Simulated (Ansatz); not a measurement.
**CuSe (PtS type): one cell, many starting occupations**

Task: map the metastable states of CuSe (PtS type) by varying the start. Cell and atoms stay fixed. This structure was made by substitution into a known type, so it needn't be the compound's stable form.

Method: DFT r²SCAN+U (U_eff = 2 eV on Cu d), plane waves, PAW, in Ansatz 0.2.0.

### Step 1. The starting structure

It takes space group P4_2/mmc (No. 131, tetragonal). Conventional cell: a = 4.354 Å, b = 4.354 Å, c = 5.421 Å, α = 90.00°, β = 90.00°, γ = 90.00°. Cu (site symmetry mmm) is surrounded by 4 Se at 2.56 Å. Se (site symmetry -4m2) has 4 Cu at 2.56 Å and 2 Se at 2.71 Å as nearest neighbours.

Coordinates:

```
CELL_PARAMETERS angstrom
4.35388 0.00000 0.00000
0.00000 4.35388 0.00000
0.00000 0.00000 5.42059
ATOMIC_POSITIONS crystal
Cu 0.00000 0.50000 0.00000
Cu 0.50000 0.00000 0.50000
Se 0.00000 0.00000 0.25000
Se 0.00000 0.00000 0.75000
```

Magnetic order typed: ferromagnetic.

The runs: from atoms, symmetry kept, no search; natural orbitals of the symmetric run, filled by rank; random orbitals: single harmonics, first filling; random orbitals: fully mixed, first filling; random orbitals: drawn by pairs, first filling; from atoms, default search.

### Step 2. From atoms, symmetry kept, no search

File input.yaml:

```yaml
crystal:
  lattice:
    - [4.35387706, 0.0, 0.0]
    - [0.0, 4.35387706, 0.0]
    - [0.0, 0.0, 5.42058714]
  atoms:
    - { symbol: Cu, position: [0.0, 0.5, 0.0], spin: 1.0 }
    - { symbol: Cu, position: [0.5, 0.0, 0.5], spin: 1.0 }
    - { symbol: Se, position: [0.0, 0.0, 0.25] }
    - { symbol: Se, position: [0.0, 0.0, 0.75] }
basis:
  ecutwfc: 500
  ecutrho_ratio: 4
kpoints:
  mp_grid: { grid: [5, 5, 4] }
hamiltonian:
  xc: r2scan
  hubbard:
    sites: [{ site: 0, l: d, u_eff: 2.0 }, { site: 1, l: d, u_eff: 2.0 }]
scf:
  occupations: { method: gaussian, width: 0.05 }
  lower_state_search: "off"
  max_iter: 150
output:
  forces: true
  stress: true
  eigenvalues: true
  populations: true
  hubbard: { sites: [{ site: 0, l: d }, { site: 1, l: d }] }
magnetization:
  spin_polarized: true
```

Run with:

```
ansatz run input.yaml --threads 4 --pin off --max-ram 6144MiB --backend cpu --events-out ev --progress --plain --runs-dir out
```

The log of the run, shortened:

```text
Warning: RAYON_NUM_THREADS=4 ignored (pool sized by the plan → 4); use --threads N
Cu: projections on atomic orbitals take those of the free atom [Ne] 3s2 3p6 3d10 4s1, of charge +0.00 (hamiltonian.pseudopotentials.projection_atoms); the dataset's partial waves leave at most 2.0e-6 of an orbital's norm unspanned inside its sphere
Se: projections on atomic orbitals take those of the free atom [Ar] 3d10 4s2 4p4, of charge +0.00 (hamiltonian.pseudopotentials.projection_atoms); the dataset's partial waves leave at most 2.3e-6 of an orbital's norm unspanned inside its sphere
[...]
Pseudopotentials: kind: paw
Pseudopotential: Cu, paw, valence charge 19, recommended cutoff 500 eV (meta_gga), Cu.paw.azcp
Pseudopotential: Se, paw, valence charge 16, recommended cutoff 500 eV (meta_gga), Se.paw.azcp
Functional definition: r2SCAN
[...]
Crystal: 4 atoms, lattice volume = 102.754 Å³
[...]
WARN: the starting moments were not kept: the SCF closed with an absolute magnetisation of 1.9e-5 μB, where they sum to 2 μB in size (2 sites). That is at most 0.1 of that sum. Measured as dr2_m measures the in/out step, that magnetisation stands 2.0e-10 eV from none, at or under the [...]
     2     Se     16.4757     0.0000
     3     Se     16.4757     0.0000
  spilling = 0.003531 (of n_electrons = 70.000000)
--- Occupation matrices: 2 shells (run DFT+U table (all-electron-ortho-atomic); ε = 1.15e-3) ---
  Cu0 d_3D: site group D2h (mmm)
  Cu0 d_3D up     Tr n = 4.9173  λ = 0.948 0.981 0.995 0.996 0.998  [yz 1.00 B3g(1.00) | x2-y2 0.93 Ag(1.00) | 2× xy 0.50 Ag(0.50) | xz 1.00 B2g(1.00)]
  Cu0 d_3D dn     Tr n = 4.9173  λ = 0.948 0.981 0.995 0.996 0.998  [yz 1.00 B3g(1.00) | x2-y2 0.93 Ag(1.00) | 2× xy 0.50 Ag(0.50) | xz 1.00 B2g(1.00)]
  Cu1 d_3D: site group D2h (mmm)
  Cu1 d_3D up     Tr n = 4.9173  λ = 0.948 0.981 0.995 0.996 0.998  [xz 1.00 B3g(1.00) | x2-y2 0.93 Ag(1.00) | 2× xy 0.50 Ag(0.50) | yz 1.00 B2g(1.00)]
  Cu1 d_3D dn     Tr n = 4.9173  λ = 0.948 0.981 0.995 0.996 0.998  [xz 1.00 B3g(1.00) | x2-y2 0.93 Ag(1.00) | 2× xy 0.50 Ag(0.50) | yz 1.00 B2g(1.00)]
  Tr n, λ and their labels are of the run-group-symmetrised matrices; stabiliser: 32 of 32 elements of G0×{1,Θ} (closed), max defect 4.0e-6 at τ = 2.4e-4
```

It took 25 s on 4 threads of Arm Neoverse N1, shared host; peak memory 0.77 GiB.

End state: no gap, pressure -4.3 GPa, no moment over 0.05 μB in any sphere, largest force component 0.00 eV/Å, 16 symmetry operations imposed.

How the shells are filled (orbitals counted by the eigenvalues of the occupation matrices):

```
         shell  channel  electrons  over 0.8  0.2 to 0.8  under 0.2
Cu 3d (atom 1)       up       4.92         5           0          0
Cu 3d (atom 1)     down       4.92         5           0          0
```

### Step 3. Natural orbitals of the symmetric run, filled by rank

Edit input.yaml of step 2 so:

```diff
@@ -18,3 +18,35 @@
   hubbard:
-    sites: [{ site: 0, l: d, u_eff: 2.0 }, { site: 1, l: d, u_eff: 2.0 }]
+    sites:
+      - { site: 0, l: d, u_eff: 2.0, starting_ns: [{ spin: up, occupation_matrix: s0up }, { spin: down, occupation_matrix: s0down }] }
+      - { site: 1, l: d, u_eff: 2.0, starting_ns: [{ spin: up, occupation_matrix: s1up }, { spin: down, occupation_matrix: s1down }] }
+    occupation_matrices:
+      s0up:
+        matrix:
+          - [0.97, 0.0, 0.0, 0.0, 0.0]
+          - [0.0, 0.97, 0.0, 0.0, 0.0]
+          - [0.0, 0.0, 0.97, 0.0, 0.0]
+          - [0.0, 0.0, 0.0, 0.97, 0.0]
+          - [0.0, 0.0, 0.0, 0.0, 0.97]
+      s0down:
+        matrix:
+          - [0.97, 0.0, 0.0, 0.0, 0.0]
+          - [0.0, 0.97, 0.0, 0.0, 0.0]
+          - [0.0, 0.0, 0.02, 0.0, 0.0]
+          - [0.0, 0.0, 0.0, 0.97, 0.0]
+          - [0.0, 0.0, 0.0, 0.0, 0.97]
+      s1up:
+        matrix:
+          - [0.97, 0.0, 0.0, 0.0, 0.0]
+          - [0.0, 0.97, 0.0, 0.0, 0.0]
+          - [0.0, 0.0, 0.97, 0.0, 0.0]
+          - [0.0, 0.0, 0.0, 0.97, 0.0]
+          - [0.0, 0.0, 0.0, 0.0, 0.97]
+      s1down:
+        matrix:
+          - [0.97, 0.0, 0.0, 0.0, 0.0]
+          - [0.0, 0.02, 0.0, 0.0, 0.0]
+          - [0.0, 0.0, 0.97, 0.0, 0.0]
+          - [0.0, 0.0, 0.0, 0.97, 0.0]
+          - [0.0, 0.0, 0.0, 0.0, 0.97]
+    ns_hold: { iters: 10 }
 scf:
@@ -29,2 +61,6 @@
   hubbard: { sites: [{ site: 0, l: d }, { site: 1, l: d }] }
+  write_density: true
+  write_potential: true
+  elf: true
+  volumetric_format: npy
 magnetization:
```

The typed matrices put 0.97 on the chosen orbitals and 0.02 on the others, and are held for 10 cycles.

Run with:

```
ansatz run input.yaml --threads 4 --pin off --max-ram 6144MiB --backend cpu --events-out ev --progress --plain --runs-dir out
```

The log of the run, shortened:

```text
Warning: RAYON_NUM_THREADS=4 ignored (pool sized by the plan → 4); use --threads N
Cu: projections on atomic orbitals take those of the free atom [Ne] 3s2 3p6 3d10 4s1, of charge +0.00 (hamiltonian.pseudopotentials.projection_atoms); the dataset's partial waves leave at most 2.0e-6 of an orbital's norm unspanned inside its sphere
Se: projections on atomic orbitals take those of the free atom [Ar] 3d10 4s2 4p4, of charge +0.00 (hamiltonian.pseudopotentials.projection_atoms); the dataset's partial waves leave at most 2.3e-6 of an orbital's norm unspanned inside its sphere
[...]
[... 2 set-up lines as earlier in the session ...]
[...]
WARN: the starting moments were not kept: the SCF closed with an absolute magnetisation of 1.8e-5 μB, where they sum to 2 μB in size (2 sites). That is at most 0.1 of that sum. Measured as dr2_m measures the in/out step, that magnetisation stands 1.5e-10 eV from none, at or under the [...]
WARN: hamiltonian.hubbard: on 2 of 4 specified blocks the occupation matrix of this SCF's result fails the test of the specified filling. At site 0 ↓ (sites count from 0 in the list of atoms of the cell that this SCF solves) the least filled combination of the orbitals specified full has [...]
  specified occupation → Cu0 d_3D dn: matrix, ‖Δ‖_F = 0.9293, Tr Δ = -1.0173, displaced = 0.5086, d_λ = 0.9293; orbital distance = 0.0000
  Cu1 d_3D: site group D2h (mmm)
  Cu1 d_3D up     Tr n = 4.9173  λ = 0.948 0.981 0.995 0.996 0.998  [xz 1.00 B3g(1.00) | x2-y2 0.93 Ag(1.00) | 2× xy 0.50 Ag(0.50) | yz 1.00 B2g(1.00)]
  Cu1 d_3D dn     Tr n = 4.9173  λ = 0.948 0.981 0.995 0.996 0.998  [xz 1.00 B3g(1.00) | x2-y2 0.93 Ag(1.00) | 2× xy 0.50 Ag(0.50) | yz 1.00 B2g(1.00)]
  specified occupation → Cu1 d_3D up: matrix, ‖Δ‖_F = 0.0514, Tr Δ = -0.0673, displaced = 0.0556, d_λ = 0.0514; orbital distance = 0.0000
  specified occupation → Cu1 d_3D dn: matrix, ‖Δ‖_F = 0.9293, Tr Δ = -1.0173, displaced = 0.5086, d_λ = 0.9293; orbital distance = 0.0000
  Tr n, λ and their labels are of the run-group-symmetrised matrices; stabiliser: 32 of 32 elements of G0×{1,Θ} (closed), max defect 4.8e-6 at τ = 2.4e-4
```

It took 36 s on 4 threads of Arm Neoverse N1, shared host; peak memory 0.77 GiB.

It ends with no gap, pressure -4.3 GPa, no moment over 0.05 μB in any sphere, largest force component 0.00 eV/Å, 16 symmetry operations imposed. The program reports that the typed filling wasn't kept.

How the shells are filled (orbitals counted by the eigenvalues of the occupation matrices):

```
         shell  channel  electrons  over 0.8  0.2 to 0.8  under 0.2
Cu 3d (atom 1)       up       4.92         5           0          0
Cu 3d (atom 1)     down       4.92         5           0          0
```

Density in a lattice plane of the grid's cell (edges 4.35 and 5.42 Å, at 0.000 of the third edge), which holds Cu and Se.

Ten even steps from '0' (0.01 e/Å³) to '9' (70.69 e/Å³):
```
00000000000000000000
00000000000000000000
00000000000000000000
32000000000000000002
64100000000000000014
32000000000000000002
00000000000000000000
00000000001000000000
00000000135310000000
00000000269620000000
00000000135310000000
00000000001000000000
00000000000000000000
32000000000000000002
64100000000000000014
32000000000000000002
00000000000000000000
00000000000000000000
00000000000000000000
00000000000000000000
```
Columns run along the first of these edges and rows up along the second, over one cell in 20 and 20 even steps from the bottom left corner. Atoms in the plane (fractional): Cu at (0.50, 0.50), Se at (0.00, 0.25), Se at (0.00, 0.75).

ELF in the same plane.

Ten even steps from '0' (0.01) to '9' (0.93):
```
55443210000000123445
77766532000002356677
56777753100013577776
23688864210124688863
12588864211124688852
23688752111112578863
56788631111111368876
77776311233321136777
55543111367631113455
33332112589852112333
55543111367631113455
77776311233321136777
56788631111111368876
23688752111112578863
12588864211124688852
23688864210124688863
56777753100013577776
77766532000002356677
55443210000000123445
33321100000000011233
```
Columns run along the first of these edges and rows up along the second, over one cell in 20 and 20 even steps from the bottom left corner. Atoms in the plane (fractional): Cu at (0.50, 0.50), Se at (0.00, 0.25), Se at (0.00, 0.75).

Both are smooth fields of the valence electrons: close to the nuclei they are not physical.

Outside the cores ELF peaks at 0.83 in the shell around Se, 0.8 Å from Se.

### Step 4. Random orbitals: single harmonics, first filling

Edit input.yaml of step 3 so:

```diff
@@ -32,4 +32,4 @@
           - [0.97, 0.0, 0.0, 0.0, 0.0]
-          - [0.0, 0.97, 0.0, 0.0, 0.0]
-          - [0.0, 0.0, 0.02, 0.0, 0.0]
+          - [0.0, 0.02, 0.0, 0.0, 0.0]
+          - [0.0, 0.0, 0.97, 0.0, 0.0]
           - [0.0, 0.0, 0.0, 0.97, 0.0]
@@ -46,7 +46,7 @@
           - [0.97, 0.0, 0.0, 0.0, 0.0]
-          - [0.0, 0.02, 0.0, 0.0, 0.0]
-          - [0.0, 0.0, 0.97, 0.0, 0.0]
+          - [0.0, 0.97, 0.0, 0.0, 0.0]
+          - [0.0, 0.0, 0.02, 0.0, 0.0]
           - [0.0, 0.0, 0.0, 0.97, 0.0]
           - [0.0, 0.0, 0.0, 0.0, 0.97]
-    ns_hold: { iters: 10 }
+    ns_hold: until_converged
 scf:
```

The typed matrices put 0.97 on the chosen orbitals and 0.02 on the others, and are held until the SCF converges, then released.

Run with:

```
ansatz run input.yaml --threads 4 --pin off --max-ram 6144MiB --backend cpu --events-out ev --progress --plain --runs-dir out
```

The log of the run, shortened:

```text
Warning: RAYON_NUM_THREADS=4 ignored (pool sized by the plan → 4); use --threads N
Cu: projections on atomic orbitals take those of the free atom [Ne] 3s2 3p6 3d10 4s1, of charge +0.00 (hamiltonian.pseudopotentials.projection_atoms); the dataset's partial waves leave at most 2.0e-6 of an orbital's norm unspanned inside its sphere
Se: projections on atomic orbitals take those of the free atom [Ar] 3d10 4s2 4p4, of charge +0.00 (hamiltonian.pseudopotentials.projection_atoms); the dataset's partial waves leave at most 2.3e-6 of an orbital's norm unspanned inside its sphere
[...]
[... 2 set-up lines as earlier in the session ...]
[...]
WARN: the starting moments were not kept: the SCF closed with an absolute magnetisation of 4.6e-5 μB, where they sum to 2 μB in size (2 sites). That is at most 0.1 of that sum. Measured as dr2_m measures the in/out step, that magnetisation stands 6.6e-10 eV from none, at or under the [...]
WARN: hamiltonian.hubbard: on 2 of 4 specified blocks the occupation matrix of this SCF's result fails the test of the specified filling. At site 0 ↓ (sites count from 0 in the list of atoms of the cell that this SCF solves) the least filled combination of the orbitals specified full has [...]
  specified occupation → Cu0 d_3D dn: matrix, ‖Δ‖_F = 0.9786, Tr Δ = -1.0173, displaced = 0.5306, d_λ = 0.9293; orbital distance = 1.4142
  Cu1 d_3D: site group D2h (mmm)
  Cu1 d_3D up     Tr n = 4.9173  λ = 0.948 0.981 0.995 0.996 0.998  [xz 1.00 B3g(1.00) | x2-y2 0.93 Ag(1.00) | 3× yz 0.33 Ag(0.33)]
  Cu1 d_3D dn     Tr n = 4.9173  λ = 0.948 0.981 0.995 0.996 0.998  [xz 1.00 B3g(1.00) | x2-y2 0.93 Ag(1.00) | 3× yz 0.33 Ag(0.33)]
  specified occupation → Cu1 d_3D up: matrix, ‖Δ‖_F = 0.0514, Tr Δ = -0.0673, displaced = 0.0556, d_λ = 0.0514; orbital distance = 0.0000
  specified occupation → Cu1 d_3D dn: matrix, ‖Δ‖_F = 0.9786, Tr Δ = -1.0173, displaced = 0.5306, d_λ = 0.9293; orbital distance = 1.4142
  Tr n, λ and their labels are of the run-group-symmetrised matrices; stabiliser: 32 of 32 elements of G0×{1,Θ} (closed), max defect 7.9e-6 at τ = 1.3e-3
```

It took 44 s on 4 threads of Arm Neoverse N1, shared host; peak memory 0.77 GiB.

It ends with no gap, pressure -4.3 GPa, no moment over 0.05 μB in any sphere, largest force component 0.00 eV/Å, 16 symmetry operations imposed. The program reports that the typed filling wasn't kept.

The shells' filling, with natural orbitals sorted by occupation:

```
         shell  channel  electrons  over 0.8  0.2 to 0.8  under 0.2
Cu 3d (atom 1)       up       4.92         5           0          0
Cu 3d (atom 1)     down       4.92         5           0          0
```

Density in a lattice plane of the grid's cell (edges 4.35 and 5.42 Å, at 0.000 of the third edge), which holds Cu and Se.

Ten even steps from '0' (0.01 e/Å³) to '9' (70.69 e/Å³):
```
00000000000000000000
00000000000000000000
00000000000000000000
32000000000000000002
64100000000000000014
32000000000000000002
00000000000000000000
00000000001000000000
00000000135310000000
00000000269620000000
00000000135310000000
00000000001000000000
00000000000000000000
32000000000000000002
64100000000000000014
32000000000000000002
00000000000000000000
00000000000000000000
00000000000000000000
00000000000000000000
```
Columns run along the first of these edges and rows up along the second, over one cell in 20 and 20 even steps from the bottom left corner. Atoms in the plane (fractional): Cu at (0.50, 0.50), Se at (0.00, 0.25), Se at (0.00, 0.75).

ELF in the same plane.

Ten even steps from '0' (0.01) to '9' (0.93):
```
55443210000000123445
77766532000002356677
56777753100013577776
23688864210124688863
12588864211124688852
23688752111112578863
56788631111111368876
77776311233321136777
55543111367631113455
33332112589852112333
55543111367631113455
77776311233321136777
56788631111111368876
23688752111112578863
12588864211124688852
23688864210124688863
56777753100013577776
77766532000002356677
55443210000000123445
33321100000000011233
```
Columns run along the first of these edges and rows up along the second, over one cell in 20 and 20 even steps from the bottom left corner. Atoms in the plane (fractional): Cu at (0.50, 0.50), Se at (0.00, 0.25), Se at (0.00, 0.75).

Both are smooth fields of the valence electrons: close to the nuclei they are not physical.

The highest ELF values outside the cores: 0.83 in the shell around Se, 0.8 Å from Se.

[end of part 1 of 3]
